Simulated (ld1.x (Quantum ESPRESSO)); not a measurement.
# An RRKJ potential for copper, from input to tests

Task: generate the file, and judge it by its errors in other configurations, its logarithmic derivatives, its ghosts and its cutoff.

Program: ld1.x (Quantum ESPRESSO) 7.5. Reference atom: PBE, scalar-relativistic, spherical and spin-unpolarised. All values are calculated.

## (1) Settings

The settings as typed:

```json
{"element": "copper (Cu, Z = 29)", "type": "norm-conserving RRKJ (Kleinman–Bylander form)", "frozen core": "[Ar]", "valence charge": "11", "reference configuration": "3d10 4s1 4p0", "partial waves": "4p (bound, empty): rc 3.25 bohr; 3d (bound): rc 0.80 bohr; 4s (bound): rc 2.15 bohr", "local potential": "the s channel", "core correction": "not asked for"}
```

The nodes and maxima of the atom's own shells, from an earlier all-electron run, set the scale for the radii.

All-electron outer shells of the reference configuration (PBE, scalar-relativistic, ld1.x):

| shell | level (eV) | outermost node (bohr) | outermost maximum (bohr) |
| --- | --- | --- | --- |
| 3s | -114.70 | 0.29 | 0.61 |
| 3p | -72.14 | 0.26 | 0.62 |
| 3d | -5.04 | – | 0.60 |
| 4s | -4.61 | 0.89 | 2.27 |
| 4p | -0.70 | 0.97 | 3.65 |

## (2) Generating the potential

Input file Cu.in:

```
 &input
   title='Cu', zed=29., rel=1, dft='PBE', iswitch=3,
   config='[Ar] 3d10 4s1 4p0',
   nld=3, rlderiv=3.55, eminld=-2.0, emaxld=5.0, deld=0.02
 /
 &inputp
   pseudotype=2, tm=.false., rho0=0.005, lloc=0,
   nlcc=.false.,
   file_pseudopw='Cu.UPF', file_wfcaegen='ae.wfc', file_wfcncgen='nc.wfc', file_beta='beta', file_chi='chi'
 /
3
4P  2  1   0.00   0.00  3.25  3.25  0.0
3D  3  2  10.00   0.00  0.80  0.80  0.0
4S  1  0   1.00   0.00  2.15  2.15  0.0
 &test
   configts(1)='3d10 4s1 4p0'
 /
```

Run with:

```
$ ld1.x < Cu.in > Cu.out
```

Output in Cu.out (without the banner and most projector matrices):

```text
     Program LD1 v.7.5
     --------------------------- All-electron run ----------------------------

     Cu
     scalar relativistic calculation

     atomic number is 29.00
     dft =PBE   lsd =0 sic =0 latt =0  beta=0.20 tr2=1.0E-14
     Exchange-correlation= PBE
                           (   1   4   3   4   0   0   0)
     mesh =1199 r(mesh) = 100.25372 a.u. xmin = -7.00 dx = 0.01250
     1 Ry =  13.60569312 eV, c = 137.03599908

     n l     nl                  e(Ry)          e(Ha)          e(eV)
     1 0     1S 1( 2.00)      -650.5489      -325.2745     -8851.1694
     2 0     2S 1( 2.00)       -78.0904       -39.0452     -1062.4738
     2 1     2P 1( 6.00)       -67.3965       -33.6983      -916.9763
     3 0     3S 1( 2.00)        -8.4305        -4.2153      -114.7030
     3 1     3P 1( 6.00)        -5.3024        -2.6512       -72.1430
     3 2     3D 1(10.00)        -0.3703        -0.1851        -5.0378
     4 0     4S 1( 1.00)        -0.3388        -0.1694        -4.6093
     4 1     4P 1( 0.00)        -0.0512        -0.0256        -0.6967

     final scf error:  5.3E-15 reached in  32 iterations

     Etot =   -3309.701531 Ry,   -1654.850765 Ha,  -45030.783357 eV

     Ekin =    3358.932341 Ry,    1679.466170 Ha,   45700.602648 eV
     Encl =   -7969.314771 Ry,   -3984.657386 Ha, -108428.051175 eV
     Eh   =    1435.751702 Ry,     717.875851 Ha,   19534.397054 eV
     Exc  =    -135.070802 Ry,     -67.535401 Ha,   -1837.731883 eV

     normalization and overlap integrals

     s(1S/1S) =  1.000000  <r> =   0.0521  <r2> =    0.0037  r(max) =   0.0341
     s(2S/2S) =  1.000000  <r> =   0.2352  <r2> =    0.0653  r(max) =   0.1960
     s(2P/2P) =  1.000000  <r> =   0.2064  <r2> =    0.0523  r(max) =   0.1585
     s(3S/3S) =  1.000000  <r> =   0.7119  <r2> =    0.5863  r(max) =   0.6112
     s(3P/3P) =  1.000000  <r> =   0.7494  <r2> =    0.6650  r(max) =   0.6189
     s(3D/3D) =  1.000000  <r> =   1.0474  <r2> =    1.5756  r(max) =   0.6036
     s(4S/4S) =  1.000000  <r> =   2.9362  <r2> =   10.2155  r(max) =   2.2710
     s(4P/4P) =  1.000000  <r> =   5.1791  <r2> =   33.4210  r(max) =   3.6517

     ------------------------ End of All-electron run ------------------------

     --------------------- Generating NC pseudopotential ---------------------

      Generating local pot.: lloc=0, matching radius rcloc =   2.1500

      Wfc   4P  rcut= 3.263  Estimated cut-off energy=       16.23 Ry
      This function has    0 nodes for 0 < r <    3.263

      Wfc   3D  rcut= 0.805  Estimated cut-off energy=      357.41 Ry
      This function has    0 nodes for 0 < r <    0.805

     ------------------- End of pseudopotential generation -------------------

     [... the all-electron block is printed once more ...]


     Computing logarithmic derivative in   3.53946
     Computing logarithmic derivative in   3.53946
     Computing the partial wave expansion
       no projector for channel:   0
     R is outside the sphere for l=    1 j= 0.00
     R is outside the sphere for l=    2 j= 0.00

     ---------------------- Testing the pseudopotential ----------------------

     Cu
     scalar relativistic calculation

     atomic number is 29.00   valence charge is 11.00
     dft =PBE   lsd =0 sic =0 latt =0  beta=0.20 tr2=1.0E-14
     mesh =1199 r(mesh) = 100.25372 xmin = -7.00 dx = 0.01250

     n l     nl             e AE (Ry)        e PS (Ry)    De AE-PS (Ry)
     3 2     3D   1(10.00)       -0.37027       -0.37027        0.00000
     1 0     4S   1( 1.00)       -0.33878       -0.33878        0.00000
     2 1     4P   1( 0.00)       -0.05121       -0.05121        0.00000

     eps = 9.9E-15  iter = 18

     Etot =   -3309.701531 Ry,   -1654.850765 Ha,  -45030.783357 eV
     Etotps =   -99.125514 Ry,     -49.562757 Ha,   -1348.671324 eV

     Ekin =     168.809446 Ry,      84.404723 Ha,    2296.769519 eV
     Encl =    -163.469292 Ry,     -81.734646 Ha,   -2224.113022 eV
     Ehrt =      99.805892 Ry,      49.902946 Ha,    1357.928338 eV
     Ecxc =     -15.879416 Ry,      -7.939708 Ha,    -216.050454 eV
     Epseu=    -188.392144 Ry,     -94.196072 Ha,   -2563.205704 eV

     ---------------------- End of pseudopotential test ----------------------
```

It took 1.9 s on 1 thread of Neoverse-N1, shared host. This counts the later configuration tests of the new file too.

All-electron and pseudo partial waves u(r) = r·R(r), from the program's wave files:

| r (bohr) | 4p AE | 4p PS |
| --- | --- | --- |
| 0.163 | 0.0650 | 0.0025 |
| 0.325 | -0.0548 | 0.0098 |
| 0.488 | -0.1249 | 0.0222 |
| 0.650 | -0.1159 | 0.0397 |
| 0.813 | -0.0648 | 0.0625 |
| 0.975 | 0.0001 | 0.0899 |
| 1.138 | 0.0660 | 0.1217 |
| 1.300 | 0.1265 | 0.1566 |
| 1.463 | 0.1807 | 0.1936 |
| 1.625 | 0.2276 | 0.2309 |
| 1.788 | 0.2682 | 0.2673 |
| 1.950 | 0.3026 | 0.3009 |
| 2.113 | 0.3319 | 0.3310 |
| 2.275 | 0.3563 | 0.3566 |
| 2.438 | 0.3766 | 0.3777 |
| 2.600 | 0.3930 | 0.3943 |
| 2.763 | 0.4062 | 0.4071 |
| 2.925 | 0.4164 | 0.4168 |
| 3.088 | 0.4241 | 0.4241 |
| 3.250 | 0.4294 | 0.4294 |
| 3.413 | 0.4327 | 0.4327 |
| 3.575 | 0.4343 | 0.4343 |
| 3.738 | 0.4343 | 0.4343 |
| 3.900 | 0.4330 | 0.4330 |
| 4.063 | 0.4305 | 0.4305 |
| 4.225 | 0.4271 | 0.4271 |

## (3) Transferability test

Input file Cu.test.in:

```
 &input
   title='Cu', zed=29., rel=1, dft='PBE', iswitch=2,
   config='[Ar] 3d10 4s1 4p0'
 /
 &test
   file_pseudo='Cu.UPF', nconf=8,
   configts(1)='3d10 4s1 4p0',
   configts(2)='3d10 4s0 4p0',
   configts(3)='3d9 4s0 4p0',
   configts(4)='3d8 4s0 4p0',
   configts(5)='3d10 4s0.5 4p0',
   configts(6)='3d9 4s1 4p1',
   configts(7)='3d9 4s2 4p0',
   configts(8)='3d10 4s0 4p1'
 /
```

Run with:

```
$ ld1.x < Cu.test.in > Cu.test.out
```

Cu.test.out, the pseudopotential blocks, each with the warnings that came before it:

```text
     ---------------------- Testing the pseudopotential ----------------------

     Cu
     scalar relativistic calculation

     atomic number is 29.00   valence charge is 11.00
     dft =PBE   lsd =0 sic =0 latt =0  beta=0.20 tr2=1.0E-14
     mesh =1199 r(mesh) = 100.25372 xmin = -7.00 dx = 0.01250

     n l     nl             e AE (Ry)        e PS (Ry)    De AE-PS (Ry)
     3 2     3D   1(10.00)       -0.37027       -0.37027        0.00000
     1 0     4S   1( 1.00)       -0.33878       -0.33878        0.00000
     2 1     4P   1( 0.00)       -0.05121       -0.05121        0.00000

     eps = 6.8E-15  iter = 30

     Etot =   -3309.701531 Ry,   -1654.850765 Ha,  -45030.783357 eV
     Etotps =   -99.125514 Ry,     -49.562757 Ha,   -1348.671326 eV

     Ekin =     168.809446 Ry,      84.404723 Ha,    2296.769518 eV
     Encl =    -163.469292 Ry,     -81.734646 Ha,   -2224.113023 eV
     Ehrt =      99.805892 Ry,      49.902946 Ha,    1357.928338 eV
     Ecxc =     -15.879416 Ry,      -7.939708 Ha,    -216.050455 eV
     Epseu=    -188.392145 Ry,     -94.196072 Ha,   -2563.205705 eV

     ---------------------- End of pseudopotential test ----------------------

     ---------------------- Testing the pseudopotential ----------------------

     Cu
     scalar relativistic calculation

     atomic number is 29.00   valence charge is 11.00
     dft =PBE   lsd =0 sic =0 latt =0  beta=0.20 tr2=1.0E-14
     mesh =1199 r(mesh) = 100.25372 xmin = -7.00 dx = 0.01250

     n l     nl             e AE (Ry)        e PS (Ry)    De AE-PS (Ry)
     3 2     3D   1(10.00)       -1.00387       -0.99609       -0.00778  !
     1 0     4S   1( 0.00)       -0.87409       -0.87405       -0.00004
     2 1     4P   1( 0.00)       -0.48142       -0.48161        0.00019

     eps = 1.6E-15  iter = 14

     Etot =   -3309.102669 Ry,   -1654.551334 Ha,  -45022.635421 eV
     Etotps =   -98.526386 Ry,     -49.263193 Ha,   -1340.519778 eV
     dEtot_ae =       0.598862 Ry
     dEtot_ps =       0.599128 Ry,   Delta E=      -0.000265 Ry

     Ekin =     170.501782 Ry,      85.250891 Ha,    2319.794917 eV
     Encl =    -156.008934 Ry,     -78.004467 Ha,   -2122.609684 eV
     Ehrt =      93.197369 Ry,      46.598684 Ha,    1268.014800 eV
     Ecxc =     -15.584022 Ry,      -7.792011 Ha,    -212.031426 eV
     Epseu=    -190.632580 Ry,     -95.316290 Ha,   -2593.688385 eV

     ---------------------- End of pseudopotential test ----------------------

     ---------------------- Testing the pseudopotential ----------------------

     Cu
     scalar relativistic calculation

     atomic number is 29.00   valence charge is 11.00
     dft =PBE   lsd =0 sic =0 latt =0  beta=0.20 tr2=1.0E-14
     mesh =1199 r(mesh) = 100.25372 xmin = -7.00 dx = 0.01250

     n l     nl             e AE (Ry)        e PS (Ry)    De AE-PS (Ry)
     3 2     3D   1( 9.00)       -2.17762       -2.21161        0.03398  !
     1 0     4S   1( 0.00)       -1.64243       -1.63419       -0.00824  !
     2 1     4P   1( 0.00)       -1.12816       -1.11835       -0.00980  !

     eps = 2.8E-15  iter = 12

     Etot =   -3307.534761 Ry,   -1653.767381 Ha,  -45001.302955 eV
     Etotps =   -96.949739 Ry,     -48.474870 Ha,   -1319.068399 eV
     dEtot_ae =       2.166770 Ry
     dEtot_ps =       2.175775 Ry,   Delta E=      -0.009005 Ry

     Ekin =     165.690855 Ry,      82.845427 Ha,    2254.338922 eV
     Encl =    -143.946340 Ry,     -71.973170 Ha,   -1958.489726 eV
     Ehrt =      81.364663 Ry,      40.682331 Ha,    1107.022634 eV
     Ecxc =     -14.566521 Ry,      -7.283260 Ha,    -198.187612 eV
     Epseu=    -185.492396 Ry,     -92.746198 Ha,   -2523.752617 eV

     ---------------------- End of pseudopotential test ----------------------

     Warning: n=3, l=2 expected 0 nodes, found 1
     ---------------------- Testing the pseudopotential ----------------------

     Cu
     scalar relativistic calculation

     atomic number is 29.00   valence charge is 11.00
     dft =PBE   lsd =0 sic =0 latt =0  beta=0.20 tr2=1.0E-14
     mesh =1199 r(mesh) = 100.25372 xmin = -7.00 dx = 0.01250

     n l     nl             e AE (Ry)        e PS (Ry)    De AE-PS (Ry)
     3 2     3D   1( 8.00)       -3.59499       -3.72006        0.12507  !
     1 0     4S   1( 0.00)       -2.53770       -2.53156       -0.00614  !
     2 1     4P   1( 0.00)       -1.91536       -1.89414       -0.02123  !

     eps = 6.2E-15  iter = 11

     Etot =   -3304.666857 Ry,   -1652.333428 Ha,  -44962.283127 eV
     Etotps =   -94.005565 Ry,     -47.002782 Ha,   -1279.010864 eV
     dEtot_ae =       5.034674 Ry
     dEtot_ps =       5.119949 Ry,   Delta E=      -0.085275 Ry

     Ekin =     157.324469 Ry,      78.662235 Ha,    2140.508451 eV
     Encl =    -130.166437 Ry,     -65.083219 Ha,   -1771.004597 eV
     Ehrt =      68.152679 Ry,      34.076339 Ha,     927.264435 eV
     Ecxc =     -13.220929 Ry,      -6.610464 Ha,    -179.879900 eV
     Epseu=    -176.095347 Ry,     -88.047674 Ha,   -2395.899254 eV

     ---------------------- End of pseudopotential test ----------------------

     ---------------------- Testing the pseudopotential ----------------------

     Cu
     scalar relativistic calculation

     atomic number is 29.00   valence charge is 11.00
     dft =PBE   lsd =0 sic =0 latt =0  beta=0.20 tr2=1.0E-14
     mesh =1199 r(mesh) = 100.25372 xmin = -7.00 dx = 0.01250

     n l     nl             e AE (Ry)        e PS (Ry)    De AE-PS (Ry)
     3 2     3D   1(10.00)       -0.67108       -0.66780       -0.00328
     1 0     4S   1( 0.50)       -0.59517       -0.59548        0.00031
     2 1     4P   1( 0.00)       -0.25132       -0.25153        0.00021

     eps = 9.3E-15  iter = 37

     Etot =   -3309.469123 Ry,   -1654.734561 Ha,  -45027.621283 eV
     Etotps =   -98.892987 Ry,     -49.446493 Ha,   -1345.507630 eV
     dEtot_ae =       0.232408 Ry
     dEtot_ps =       0.232527 Ry,   Delta E=      -0.000119 Ry

     Ekin =     169.585913 Ry,      84.792956 Ha,    2307.333886 eV
     Encl =    -159.932893 Ry,     -79.966446 Ha,   -2175.997857 eV
     Ehrt =      96.594203 Ry,      48.297101 Ha,    1314.231078 eV
     Ecxc =     -15.734839 Ry,      -7.867420 Ha,    -214.083397 eV
     Epseu=    -189.405370 Ry,     -94.702685 Ha,   -2576.991339 eV

     ---------------------- End of pseudopotential test ----------------------

     ---------------------- Testing the pseudopotential ----------------------

     Cu
     scalar relativistic calculation

     atomic number is 29.00   valence charge is 11.00
     dft =PBE   lsd =0 sic =0 latt =0  beta=0.20 tr2=1.0E-14
     mesh =1199 r(mesh) = 100.25372 xmin = -7.00 dx = 0.01250

     n l     nl             e AE (Ry)        e PS (Ry)    De AE-PS (Ry)
     3 2     3D   1( 9.00)       -0.85163       -0.89556        0.04393  !
     1 0     4S   1( 1.00)       -0.52491       -0.52251       -0.00240
     2 1     4P   1( 1.00)       -0.15499       -0.15342       -0.00157

     eps = 5.0E-15  iter = 24

     Etot =   -3309.200967 Ry,   -1654.600483 Ha,  -45023.972836 eV
     Etotps =   -98.606453 Ry,     -49.303226 Ha,   -1341.609134 eV
     dEtot_ae =       0.500564 Ry
     dEtot_ps =       0.519062 Ry,   Delta E=      -0.018498 Ry

     Ekin =     164.159574 Ry,      82.079787 Ha,    2233.504791 eV
     Encl =    -158.994899 Ry,     -79.497449 Ha,   -2163.235804 eV
     Ehrt =      94.395430 Ry,      47.197715 Ha,    1284.315251 eV
     Ecxc =     -15.249256 Ry,      -7.624628 Ha,    -207.476704 eV
     Epseu=    -182.917301 Ry,     -91.458651 Ha,   -2488.716667 eV

     ---------------------- End of pseudopotential test ----------------------

     ---------------------- Testing the pseudopotential ----------------------

     Cu
     scalar relativistic calculation

     atomic number is 29.00   valence charge is 11.00
     dft =PBE   lsd =0 sic =0 latt =0  beta=0.20 tr2=1.0E-14
     mesh =1199 r(mesh) = 100.25372 xmin = -7.00 dx = 0.01250

     n l     nl             e AE (Ry)        e PS (Ry)    De AE-PS (Ry)
     3 2     3D   1( 9.00)       -0.69958       -0.74120        0.04162  !
     1 0     4S   1( 2.00)       -0.42717       -0.42330       -0.00387
     2 1     4P   1( 0.00)       -0.08609       -0.08390       -0.00219

     eps = 5.6E-15  iter = 31

     Etot =   -3309.556741 Ry,   -1654.778371 Ha,  -45028.813395 eV
     Etotps =   -98.961038 Ry,     -49.480519 Ha,   -1346.433513 eV
     dEtot_ae =       0.144790 Ry
     dEtot_ps =       0.164476 Ry,   Delta E=      -0.019687 Ry

     Ekin =     163.239213 Ry,      81.619606 Ha,    2220.982633 eV
     Encl =    -160.860613 Ry,     -80.430307 Ha,   -2188.620136 eV
     Ehrt =      96.010844 Ry,      48.005422 Ha,    1306.294083 eV
     Ecxc =     -15.372867 Ry,      -7.686434 Ha,    -209.158513 eV
     Epseu=    -181.977615 Ry,     -90.988807 Ha,   -2475.931579 eV

     ---------------------- End of pseudopotential test ----------------------

     ---------------------- Testing the pseudopotential ----------------------

     Cu
     scalar relativistic calculation

     atomic number is 29.00   valence charge is 11.00
     dft =PBE   lsd =0 sic =0 latt =0  beta=0.20 tr2=1.0E-14
     mesh =1199 r(mesh) = 100.25372 xmin = -7.00 dx = 0.01250

     n l     nl             e AE (Ry)        e PS (Ry)    De AE-PS (Ry)
     3 2     3D   1(10.00)       -0.52571       -0.52227       -0.00344
     1 0     4S   1( 0.00)       -0.44612       -0.44619        0.00007
     2 1     4P   1( 1.00)       -0.12603       -0.12609        0.00006

     eps = 3.7E-15  iter = 22

     Etot =   -3309.397502 Ry,   -1654.698751 Ha,  -45026.646835 eV
     Etotps =   -98.821389 Ry,     -49.410695 Ha,   -1344.533495 eV
     dEtot_ae =       0.304029 Ry
     dEtot_ps =       0.304125 Ry,   Delta E=      -0.000096 Ry

     Ekin =     170.037443 Ry,      85.018722 Ha,    2313.477269 eV
     Encl =    -161.477771 Ry,     -80.738885 Ha,   -2197.016993 eV
     Ehrt =      98.159922 Ry,      49.079961 Ha,    1335.533777 eV
     Ecxc =     -15.780303 Ry,      -7.890151 Ha,    -214.701957 eV
     Epseu=    -189.760681 Ry,     -94.880340 Ha,   -2581.825591 eV

     ---------------------- End of pseudopotential test ----------------------
```

The tests as a table, with energies relative to 3d10 4s1 4p0. A star marks tests that logged a warning.

```tsv
valence configuration	charge	ΔE all-electron (eV)	error AE − PS (meV)
3d10 4s0 4p0	+1	8.148	-3.6
3d9 4s0 4p0	+2	29.480	-123
3d8 4s0 4p0 *	+3	68.500	-1160
3d10 4s0.5 4p0	+0.5	3.162	-1.6
3d9 4s1 4p1	0	6.811	-252
3d9 4s2 4p0	0	1.970	-268
3d10 4s0 4p1	0	4.137	-1.3
```

## (4) Does it scatter like the atom?

Taken from the files of the generation run. The phase is arctan(r·u′/u) with u = r·R, unwrapped, with energies in Ry. A pole is an energy at which the radial function vanishes at the test radius. The pseudo phase is shifted by a multiple of π to meet the all-electron one at the reference energy. Levels narrower than the energy grid can be missing from the poles. The last column is the largest difference on the grid between −1 and +1 Ry.

```tsv
channel	radius (bohr)	reference (Ry)	poles AE	poles PS	window around the reference with phases within 0.05 rad (Ry)	largest difference near zero (rad)
s	3.54	-0.34	0.11, 3.78	0.11, 3.51	below 1.3	0.008
p	3.54	-0.05	0.80, 4.58	0.80, 4.56	below 2.3	0.001
d	3.54	-0.37	-0.35, 2.07	-0.35, 2.27	below 0.5	0.168
```

Phases (rad) along the scan:

| E (Ry) | d AE | d PS | s AE | s PS |
| --- | --- | --- | --- | --- |
| -2.00 | 1.381 | 1.381 | 1.345 | 1.345 |
| -1.52 | 1.356 | 1.356 | 1.296 | 1.296 |
| -1.04 | 1.317 | 1.317 | 1.183 | 1.183 |
| -0.56 | 1.217 | 1.218 | 0.517 | 0.517 |
| -0.08 | -1.916 | -1.912 | -1.442 | -1.442 |
| 0.40 | -2.223 | -2.198 | -1.685 | -1.687 |
| 0.88 | -3.614 | -3.446 | -1.847 | -1.855 |
| 1.36 | -4.463 | -4.405 | -2.219 | -2.274 |
| 1.84 | -4.659 | -4.621 | -3.781 | -3.933 |
| 2.32 | -4.761 | -4.720 | -4.426 | -4.469 |
| 2.80 | -4.858 | -4.794 | -4.585 | -4.612 |
| 3.28 | -5.035 | -4.878 | -4.661 | -4.685 |
| 3.76 | -5.961 | -5.033 | -4.710 | -4.739 |
| 4.24 | -7.460 | -5.669 | -4.752 | -4.793 |
| 4.72 | -7.692 | -7.291 | -4.795 | -4.873 |

## (5) Plane-wave convergence, by spherical Bessel functions

A separate test, outside the generator: the pseudo-atom's Hamiltonian at the reference potential is diagonalised in spherical Bessel functions j_l(qr) that vanish at 20 bohr, with q² up to the cutoff.

All-electron valence levels (Ry): 4p -0.0512, 3d -0.3703, 4s -0.3388. The lowest levels of each channel (Ry) by cutoff; the last column sums, over occupied levels, occupation times the distance from the level at 400 Ry. A positive value at high cutoff is not a bound level.

| cutoff (Ry) | p #1 | d #1 | s #1 | f #1 | Σ f·Δε (mRy) |
| --- | --- | --- | --- | --- | --- |
| 8 | -0.0507 | 0.0632 | -0.3338 | 0.1122 | 4341.0 |
| 15 | -0.0511 | 0.0632 | -0.3366 | 0.1122 | 4338.1 |
| 25 | -0.0511 | 0.0632 | -0.3384 | 0.1122 | 4336.3 |
| 40 | -0.0511 | 0.0632 | -0.3387 | 0.1122 | 4335.7 |
| 55 | -0.0511 | 0.0631 | -0.3388 | 0.1122 | 4335.1 |
| 90 | -0.0511 | 0.0628 | -0.3388 | 0.1122 | 4331.9 |
| 120 | -0.0511 | 0.0585 | -0.3388 | 0.1122 | 4288.7 |
| 180 | -0.0511 | -0.3219 | -0.3388 | 0.1122 | 484.4 |
| 260 | -0.0511 | -0.3701 | -0.3388 | 0.1122 | 2.8 |
| 400 | -0.0511 | -0.3704 | -0.3388 | 0.1122 | 0.0 |

The sum stays within 10 mRy from 260 Ry and within 1 mRy only somewhere over 300 Ry. The sum leaves out empty levels, which can need more. Ghost test: no level below the all-electron spectrum of its channel (p, d, s, f tested).

## (6) Outcome

| quantity | value |
| --- | --- |
| cutoffs for 10 and 1 mRy, occupied levels | 260 Ry and over 300 Ry |
| bound ghosts | none found |
| largest test error (AE − PS) | -1160 meV, for 3d8 4s0 4p0 (this test logged a warning) |
| largest phase difference near zero energy, channels read | 0.168 rad |

What this shows: By total energies transferability is poor: the largest error is 1160 meV on 68.5 eV, for 3d8 4s0 4p0. That test lies far up in energy; among those under 40 eV, nearer to bonding, the largest error is 268 meV. By its cutoff, 260 Ry for the looser tolerance, it is very hard. The tighter tolerance needs over 300 Ry, and converged work needs a cutoff nearer that. The slowest occupied level is 3d: taken alone it needs 260 Ry to come within 1 mRy, against 21 Ry for 4s. The Bessel-basis test finds no level below the valence levels. Near zero energy the largest phase difference among the channels read is 0.17 rad, in the d channel.
